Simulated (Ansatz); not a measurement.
# C2H6AlClSi: basis-set convergence

An exercise on one series of results from a longer session: the logs are not shown, and one member is left open.

Computed with Ansatz 0.2.0, Gaussian basis. Level: one geometry, several basis sets.

Levels to be run: PBE0-D4/def2-SVP; ωB97M-V/def2-SVP; PBE0-D4/def2-QZVPP; ωB97M-V/def2-QZVPP; the functionals' def2-TZVPP values are taken from earlier runs.

**The geometry**

The geometry comes from an earlier relaxation with PBE0-D4 in a triple-zeta def2 set; it is a stationary point, not always the lowest conformer.

SMILES `[Cl][Al]1[CH2]C[SiH2]1`, 11 atoms, charge 0, spin multiplicity 1.

Atoms are counted from 1 here; the program's logs count them from 0.

Bond lengths: Cl1–Al2 2.101 Å, Al2–C3 1.967 Å, Al2–Si5 2.411 Å, C3–C4 1.555 Å, C3–H6 1.091 Å, C3–H7 1.097 Å, C4–Si5 1.925 Å, C4–H8 1.094 Å, C4–H9 1.095 Å, Si5–H10 1.492 Å, Si5–H11 1.490 Å. Angles: Cl1–Al2–C3 134.0°, Cl1–Al2–Si5 146.8°, C3–Al2–Si5 78.9°, Al2–C3–C4 95.3°, Al2–C3–H6 121.9°, Al2–C3–H7 108.1°, C4–C3–H6 114.0°, C4–C3–H7 110.3°, H6–C3–H7 106.7°, C3–C4–Si5 106.9°, C3–C4–H8 112.9°, C3–C4–H9 109.9°, Si5–C4–H8 113.2°, Si5–C4–H9 106.8°, H8–C4–H9 107.0°, Al2–Si5–C4 73.3°, Al2–Si5–H10 115.7°, Al2–Si5–H11 128.4° and more.

Geometry (Å):

```mol
C2H6AlClSi
  3D, bonds by distance, orders not assigned

 11 11  0  0  0  0  0  0  0  0999 V2000
   -3.6787    0.0558   -0.4544 Cl  0  0
   -1.5806    0.0749   -0.3413 Al  0  0
   -0.2883    0.7620    0.9730 C   0  0
    0.8802   -0.1581    0.5198 C   0  0
    0.4978   -0.6974   -1.2877 Si  0  0
   -0.4849    0.7325    2.0460 H   0  0
   -0.0691    1.8070    0.7207 H   0  0
    1.8611    0.3131    0.6301 H   0  0
    0.8933   -1.0705    1.1253 H   0  0
    1.1355    0.2146   -2.2820 H   0  0
    0.8989   -2.0909   -1.6287 H   0  0
  1  2  8  0
  2  3  8  0
  3  4  8  0
  4  5  8  0
  3  6  8  0
  3  7  8  0
  4  8  8  0
  4  9  8  0
  5 10  8  0
  5 11  8  0
  2  5  8  0
M  END
```

Set-up of the first run:

Input file in.yaml:

```yaml
crystal:
  periodic: [false, false, false]
  atoms:
    - {symbol: Cl, position_ang: [-3.678748, 0.055847, -0.454386]}
    - {symbol: Al, position_ang: [-1.580562, 0.074873, -0.341307]}
    - {symbol: C, position_ang: [-0.288312, 0.762021, 0.972960]}
    - {symbol: C, position_ang: [0.880239, -0.158144, 0.519759]}
    - {symbol: Si, position_ang: [0.497780, -0.697375, -1.287708]}
    - {symbol: H, position_ang: [-0.484905, 0.732490, 2.045994]}
    - {symbol: H, position_ang: [-0.069136, 1.806971, 0.720685]}
    - {symbol: H, position_ang: [1.861110, 0.313122, 0.630127]}
    - {symbol: H, position_ang: [0.893323, -1.070548, 1.125341]}
    - {symbol: H, position_ang: [1.135529, 0.214635, -2.282008]}
    - {symbol: H, position_ang: [0.898882, -2.090891, -1.628658]}
basis:
  gaussian: {orbitals: def2-SVP}
hamiltonian: {xc: pbe0, dispersion: d4}
output: {orbitals: {seedname: orbitals}}
```

The run is started by

```
$ ansatz run in.yaml --threads 4 --pin off --events-out ev --progress --plain --max-ram 10444MiB
```

Steps of the session up to this table: PBE0-D4 in def2-SVP; ωB97M-V in def2-SVP; PBE0-D4 in def2-QZVPP; ωB97M-V in def2-QZVPP.

One of the session's tables, all rows but one given; the rest of the session is left out.

It belongs to the step «Density functionals: the series». 

| functional | basis | HOMO (eV) | LUMO (eV) |
| --- | --- | --- | --- |
| PBE0-D4 | def2-SVP | ? | ? |
| PBE0-D4 | def2-TZVPP | -6.99 | -1.62 |
| PBE0-D4 | def2-QZVPP | -7.00 | -1.65 |
| ωB97M-V | def2-SVP | -8.95 | 0.21 |
| ωB97M-V | def2-TZVPP | -8.98 | 0.08 |
| ωB97M-V | def2-QZVPP | -9.00 | -0.01 |

Estimate the missing values for PBE0-D4, def2-SVP.

**Answer.** HOMO (eV): -6.98; LUMO (eV): -1.55. In the column «HOMO (eV)» it is the highest.
